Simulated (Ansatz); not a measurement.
Write a Python script for the Ansatz DFT code, driven from Python that makes a small convex hull of the La-Pb system. Level of theory (first run): r2SCAN, PAW, cutoff 300 eV, Gaussian smearing of 0.1 eV.

The script, `la3pb_hull.py`:
```python
"""Convex hull of a few La-Pb phases, after relaxing atoms and volume at fixed cell shape."""

from collections import Counter
import logging
import sys
import warnings

import ansatz as az
import numpy as np

logging.basicConfig(stream=sys.stdout, format="%(levelname)s %(message)s")
log = logging.getLogger("calc")
log.setLevel(logging.INFO)


def solve(name, crystal):
    calc = (
        crystal.calculation()
        .functional("r2scan")
        .basis(300, density_ratio=6)
        .accuracy("low")
        .scf(tolerance=1e-09, max_iterations=200)
        .kpoints(spacing=0.26)
        .occupations("gaussian", width=0.1)
    )
    calc = calc.relax(force_tolerance=0.01, max_steps=40, fix_cell=["shape"])
    return calc.run(threads=1, pin="off")


def counts(outcome):
    return Counter(site.symbol for site in outcome.lattice.sites)

def formation_energy(outcome, mu):
    n = counts(outcome)
    return (outcome.report["energy_sigma0_ev"] - sum(k * mu[element] for element, k in n.items())) / sum(n.values())

warnings.simplefilter("ignore")

phases = {}
la3pb_pm_3m = (
    az.Lattice.of((5.073323, 0.0, 0.0), (0.0, 5.073323, 0.0), (0.0, 0.0, 5.073323))
    .atom("La", (0.5, 0.5, 0.0))
    .atom("La", (0.5, 0.0, 0.5))
    .atom("La", (0.0, 0.5, 0.5))
    .atom("Pb", (0.0, 0.0, 0.0))
)
phases["La3Pb Pm-3m"] = la3pb_pm_3m
lapb3_pm_3m = (
    az.Lattice.cubic(4.893)
    .space_group(221)
    .atom("La", (0.0, 0.0, 0.0))
    .atom("Pb", (0.0, 0.5, 0.5))
)
phases["LaPb3 Pm-3m"] = lapb3_pm_3m
la = (
    az.Lattice.from_parameters(3.77, 3.77, 12.159, alpha=90, beta=90, gamma=120)
    .space_group(194)
    .atom("La", (0.0, 0.0, 0.0))
    .atom("La", (1 / 3, 2 / 3, 0.75))
)
phases["La"] = la
pb = (
    az.Lattice.from_parameters(3.500207, 3.500207, 3.500207, alpha=60.0, beta=60.0, gamma=60.0)
    .atom("Pb", (0.0, 0.0, 0.0))
)
phases["Pb"] = pb

done = {name: solve(name, crystal) for name, crystal in phases.items()}

# chemical potentials of the elements at zero temperature
references = {"La": "La", "Pb": "Pb"}
mu = {element: done[name].report["energy_sigma0_ev"] / len(done[name].lattice.sites) for element, name in references.items()}
points = sorted((counts(o)["Pb"] / len(o.lattice.sites), formation_energy(o, mu), name) for name, o in done.items())

# lower hull by a monotone chain
hull = []
for x, e, _ in points:
    while len(hull) > 1 and (hull[-1][0] - hull[-2][0]) * (e - hull[-2][1]) - (hull[-1][1] - hull[-2][1]) * (x - hull[-2][0]) <= 0:
        hull.pop()
    hull.append((x, e))
rows = [(name, x, e, e - np.interp(x, *zip(*hull))) for x, e, name in points]
log.info("     phase       x(Pb)  E_form (eV/atom)  above hull (eV/atom)")
for row in rows:
    log.info(f"{str(row[0]):>10}  {row[1]:10.3f}  {row[2]:16.4f}  {row[3]:20.4f}")
print("on the hull of these phases:", ", ".join(row[0] for row in rows if row[3] < 1e-6))
```

```console
$ python la3pb_hull.py
INFO      phase       x(Pb)  E_form (eV/atom)  above hull (eV/atom)
INFO         La       0.000            0.0000                0.0000
INFO La3Pb Pm-3m       0.250           -0.4710                0.0000
INFO LaPb3 Pm-3m       0.750           -0.5420                0.0000
INFO         Pb       1.000            0.0000                0.0000
on the hull of these phases: La, La3Pb Pm-3m, LaPb3 Pm-3m, Pb
```

These settings explore the input space; cutoff and mesh may be short of convergence. The cutoff lies under the one recommended for these potentials. The program warned that this SCF threshold is loose for forces or stresses. Atoms and volume are relaxed with the cell's shape held, which in cells of lower than cubic symmetry can hide stresses and shift volumes. Spin-orbit coupling, which matters for elements this heavy, is left out. The cells come from databases of deposited and of computed structures, and not all need be stable phases. Differences under about 40 meV an atom lie within the error of mesh and functional, so such verdicts may flip; only the cells listed enter the hull. The script silences warnings, which a real study should read. Timing: 89 s on 1 thread of Arm Neoverse V1 (shared host), peak memory 0.61 GiB.
